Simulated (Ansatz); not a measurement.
# AsBFH3: the cost of one run

Computed with the Python package of Ansatz 0.2.0. Level of theory: PBE0/def2-SVP.

## (1) The structure

Bond lengths: F1–B2 1.384 Å, B2–As3 2.021 Å, B2–H4 1.189 Å, As3–H5 1.595 Å, As3–H6 1.578 Å. Angles: F1–B2–As3 120.4°, F1–B2–H4 122.4°, As3–B2–H4 117.2°, B2–As3–H5 92.1°, B2–As3–H6 92.7°, H5–As3–H6 92.7°.

No structure file is read: the coordinates are typed or built in the script.

## (2) Script

asbfh3.py reads:

```python
'''Inversion barrier of AsBFH3: minimum and transition state.'''

import itertools
import warnings

import ansatz as az
from ase.data import atomic_numbers, covalent_radii
import numpy as np

GEOMETRY = '''
F    -2.02560   -0.12040   -0.74220
B    -0.76960   -0.39190   -0.22940
As    0.56550    1.09930    0.05000
H    -0.41220   -1.49590    0.02830
H     1.73270    0.26170   -0.64360
H     0.95130    0.58320    1.49060
'''


def main() -> None:
    warnings.simplefilter('ignore', az.DeckWarning)

    geometry = az.Crystal.molecule()
    for line in GEOMETRY.strip().splitlines():
        symbol, *xyz = line.split()
        geometry = geometry.atom(symbol, [float(v) for v in xyz])

    setup = (
        geometry.calculation()
        .basis(gaussian='def2-SVP')
        .functional('PBE0')
    )
    symbols = [site.symbol for site in geometry.cartesian_sites]
    start = np.array([site.position_ang for site in geometry.cartesian_sites], dtype=float)
    report = setup.relax(force_tolerance=0.005).run(threads=1).report
    end = np.array(report['positions_ang'])

    # start with the apex atom pushed most of the way into the plane of its neighbours
    a, b, d = end[[1, 4, 5]]
    normal = np.cross(b - a, d - a)
    normal /= np.linalg.norm(normal)
    flat = end.copy()
    flat[2] -= 0.8 * ((end[2] - a) @ normal) * normal
    guess = np.zeros_like(flat)
    guess[2] = normal
    near = az.Crystal.molecule()
    for symbol, place in zip(symbols, flat):
        near = near.atom(symbol, place.tolist())
    search = (
        near.calculation()
        .basis(gaussian='def2-SVP')
        .functional('PBE0')
        .saddle(mode_guess=guess.tolist(), force_tolerance=0.01, max_steps=40)
    )
    steps = []
    top = search.session().plan().execute(on_event=lambda e: steps.append(e['data']) if e['event'] == 'saddle_step' else None).report
    for s in steps:
        print(f'step {s["step"]:2d}  E = {s["lagrangian_ev"]:.5f} eV  force {s["allowed_force_max_ev_ang"]:.4f} eV/A  curvature {s["curvature_ev_ang2"]:.3f} eV/A^2')
    print(f'minimum {report["free_energy_ev"]:.5f} eV, saddle {top["free_energy_ev"]:.5f} eV')
    print(f'electronic barrier {23.060548 * (top["free_energy_ev"] - report["free_energy_ev"]):.2f} kcal/mol')
    saddle = np.array(top['positions_ang'])
    # pairs closer than 1.2 times the sum of covalent radii, before or after
    radius = [covalent_radii[atomic_numbers[s]] for s in symbols]
    span = lambda where, i, j: np.linalg.norm(where[i] - where[j])
    bonded = [(i, j) for i, j in itertools.combinations(range(len(symbols)), 2) if min(span(end, i, j), span(saddle, i, j)) < 1.2 * (radius[i] + radius[j])]
    print('pair        before    after (A)')
    for i, j in bonded:
        print(f'{symbols[i]}{i}-{symbols[j]}{j}'.ljust(10), f'{span(end, i, j):8.4f} {span(saddle, i, j):8.4f}')


if __name__ == '__main__':
    main()
```

## (3) Launch

Run with:

```sh
$ python asbfh3.py
```

**Question.** How long does this script take on 1 thread of Arm Neoverse V2, shared host, and how much memory does it need?

About 2.3 min, with a peak of 0.22 GiB.
